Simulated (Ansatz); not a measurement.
# LiBr+ (quartet): from Hartree-Fock to the top rungs, cc-pVTZ

Aim: climb from Hartree-Fock through coupled cluster for LiBr+ (quartet) at one geometry and basis, and see what each rung misses.

Computed with Ansatz 0.2.0, Gaussian basis. Level: cc-pVTZ, core rule «outside noble gas», up to 15 orbitals frozen.

Plan: UHF; CCSD(T) on ROHF; CCSD(T) on UHF; BCCD(T) on ROHF; CISD as a restricted active space (open shells left free, so some higher excitations enter); CCSDT(Q) on ROHF; CCSDT(Q) on UHF.

12 further runs of the same task are left out: 4 for a known fault of the program, 4 that didn't finish, 4 set aside as unsound or not needed. Runs told in other sessions of the task aren't counted.

### Step 1. The system

The geometry is a PBE0/def2-TZVP stationary point (not a proven minimum) of the parent state, kept for this charge and spin. No spin-orbit coupling is included. The filled d shell of Br may be among the frozen orbitals whatever the setting's name suggests.

2 atoms, charge 1, spin multiplicity 4.

Atoms are counted from 1 here; the program's logs count them from 0.

Bond lengths: Br1–Li2 2.512 Å.

Coordinates:

```xyz
2
charge 1, multiplicity 4
Br    0.0000    0.0000    0.0000
Li    0.0000    0.0000    2.5124
```

### Step 2. UHF

in.yaml reads:

```yaml
crystal:
  periodic: [false, false, false]
  atoms:
    - {symbol: Br, position_ang: [0.000000, 0.000000, 0.000000]}
    - {symbol: Li, position_ang: [0.000000, 0.000000, 2.512400]}
basis:
  gaussian: {orbitals: cc-pVTZ}
total_charge: 1
magnetization: {spin_polarized: true, initial_magnetization: 3}
hamiltonian: {xc: hf}
output: {orbitals: {seedname: orbitals}}
```

Launch:

```sh
$ ansatz run in.yaml --threads 1 --pin off --events-out ev --progress --plain --max-ram 2393MiB
```

Further steps of the session: CCSD(T) on ROHF; CCSD(T) on UHF; BCCD(T) on ROHF; CISD as a restricted active space (open shells left free, so some higher excitations enter); CCSDT(Q) on ROHF; CCSDT(Q) on UHF.

**Question.** What will the summary of the whole plan be? Wanted: UCCSDT(Q) from the RHF energy; RMP2 from UCCSDT(Q); UMP2 from UCCSDT(Q); RCCSD from UCCSDT(Q); RCCSD(T) from UCCSDT(Q); UCCSD(T) from UCCSDT(Q); RCCSDT(Q) from UCCSDT(Q); T1 diagnostic.

The runs gave:

| quantity | value |
| --- | --- |
| UCCSDT(Q) from the ROHF energy | -3.8741 eV |
| RMP2 from UCCSDT(Q) | +683.1 meV |
| UMP2 from UCCSDT(Q) | +707.5 meV |
| RCCSD from UCCSDT(Q) | +149.4 meV |
| RCCSD(T) from UCCSDT(Q) | +36.2 meV |
| UCCSD(T) from UCCSDT(Q) | +26.5 meV |
| RCCSDT(Q) from UCCSDT(Q) | +10.3 meV |
| levels within 1 kcal/mol (43 meV) | RCCSD(T), UCCSD(T), BCCD(T), RCCSDT, UCCSDT, RCCSDT(Q) |
| T1 diagnostic | 0.026 |

What this shows: RCCSD(T) lands +36.2 meV from the yardstick (0.9 % of the correlation energy). These misses are within one basis, not against nature; the frozen cores of restricted and unrestricted runs differ, which can shift their rows.

With open shells the CI space here admits some higher excitations, so it is larger than plain CISD.
